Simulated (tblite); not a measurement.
# C2H9AlB2S2: the cost of one run

The runs use tblite 0.8.0 and PySCF 2.14.0, with density-fitted response routines of our own; the level of theory stands in each step. All values are computed, except where a source is named. Atoms are numbered from 0 throughout.

### 1 The molecule as given

16 atoms, charge 0, multiplicity 1; geometry from: force field or distance geometry start.

Bonds of the start (Å): B0–C1 1.59, C1–S2 1.84, S2–Al3 2.29, Al3–S4 2.28, S4–C5 1.82, C5–B6 1.59, B0–H7 1.18, B0–H8 1.19, C1–H9 1.11, C1–H10 1.11, Al3–H11 1.60, C5–H12 1.09, C5–H13 1.10, B6–H14 1.18, B6–H15 1.18.

### 2 Relaxing the molecule with GFN2-xTB

What the job is given:

```
{"job": {"kind": "relax", "xc": "GFN2-xTB", "basis": "xTB"}, "charge": 0, "multiplicity": 1}
B     -3.226500     0.662000     0.812900
C     -3.162100    -0.526200    -0.239100
S     -1.394200    -1.028000    -0.284800
Al    -0.292200     0.789600    -1.136900
S      1.494300     1.491500     0.096200
C      2.816600     0.284600    -0.233200
B      3.632600    -0.069000     1.085700
H     -3.721100     1.705300     0.562200
H     -2.372300     0.692600     1.639900
H     -3.805400    -1.373600     0.074400
H     -3.401200    -0.161200    -1.259000
H     -0.232100     0.854600    -2.731200
H      3.480300     0.656300    -1.015900
H      2.320500    -0.640900    -0.562700
H      3.067600    -0.252000     2.106000
H      4.787500     0.190900     1.074200
```

The run is started by

```console
> OMP_NUM_THREADS=1 python probes_run.py task.json out
```

This one command runs all jobs of the session in turn.

Q: Estimate the wall time of this first job on 1 thread of Arm Neoverse V2, shared host.

About 1.4 s.
